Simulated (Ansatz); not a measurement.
**SnSe2: band gap under strain**

How does strain move the band edges of the known phase of SnSe2 with 3 atoms a cell, and do the functionals agree on it? States: +5.8 % equal strain in all directions; -5.6 % strain along z alone.

Code: Ansatz 0.2.0. PAW datasets, plane waves. Computed at 0 K without zero-point motion; spin polarisation is off.

## 1. Starting point

The unstrained cell was relaxed with r2SCAN+rVV10; in each strained cell the atoms were relaxed again with r2SCAN+rVV10. Names of k-points are those of the unstrained zone, where strain can split equivalent points. First state: +5.8 % equal strain in all directions.

The symmetry is P-3m1 (No. 164, trigonal); conventional cell a = 4.045 Å, c = 6.585 Å, 31.11 Å³ an atom. Around Sn lie 6 Se at 2.78 Å; around Se lie 3 Sn at 2.78 Å.

Coordinates:

```xyz
3
Lattice="4.0451 0.0000 0.0000 -2.0226 3.5032 0.0000 0.0000 0.0000 6.5851" Properties=species:S:1:pos:R:3 pbc="T T T"
Sn    0.0000    0.0000    0.0000
Se    0.0000    2.3354    1.5119
Se    2.0226    1.1677    5.0733
```

From earlier runs on the unstrained cell: PBE 0.63 eV, r2SCAN 0.92 eV, HSE06 1.30 eV; a = 3.825 Å, c = 6.227 Å.

## 2. +5.8 % equal strain in all directions: PBE

input.yaml

```yaml
crystal:
  lattice:
    - [4.0451107555, 0.0, 0.0]
    - [-2.0225553777, 3.5031686754, 0.0]
    - [0.0, 0.0, 6.5851119105]
  atoms:
    - { symbol: Sn, position: [0.0, 0.0, 0.0] }
    - { symbol: Se, position: [0.3333333333, 0.6666666667, 0.229586278] }
    - { symbol: Se, position: [0.6666666667, 0.3333333333, 0.770413722] }
kpoints:
  mp_grid: { grid: [12, 12, 4] }
  band_path:
    path:
      - [0.0, 0.0, 0.0]
      - [0.5, 0.0, 0.0]
      - [0.3333333333, 0.3333333333, 0.0]
      - [0.0, 0.0, 0.5]
      - [0.5, 0.0, 0.5]
      - [0.3333333333, 0.3333333333, 0.5]
    npoints: 1
hamiltonian:
  xc: pbe
scf:
  occupations: { method: fermi_dirac, width: 0.02 }
  n_extra_bands: 4
output:
  forces: true
  stress: true
  eigenvalues: true
```

Started as:

```bash
$ ansatz run input.yaml --threads 4 --pin off --max-ram 4608MiB --backend cpu --events-out ev --progress --plain --runs-dir out
```

After this run come: +5.8 % equal strain in all directions: r2SCAN; +5.8 % equal strain in all directions: HSE06; -5.6 % strain along z alone: PBE; -5.6 % strain along z alone: r2SCAN; -5.6 % strain along z alone: HSE06.

What does the calculation give?

The runs gave:

Least gap in eV (negative: overlap), with the change from the unstrained cell in brackets:

```
                                state  volume change (%)           PBE        r2SCAN         HSE06
+5.8 % equal strain in all directions              +18.3  0.47 (-0.16)  0.78 (-0.14)  1.16 (-0.14)
          -5.6 % strain along z alone               -5.6  0.29 (-0.34)  0.57 (-0.35)  0.92 (-0.38)
```

**Reading.** With HSE06, of the states in the table -5.6 % strain along z alone shifts the gap most, by -0.376 eV. PBE and HSE06 differ by 0.67 eV on the unstrained gap, and by at most 0.04 eV on its change: the two disagree on the size of the gap but agree on its response to strain. Spin-orbit coupling is left out of the table, though the cell holds Sn (Z = 50); in an element this heavy it can shift bands and gaps by tenths of an eV.
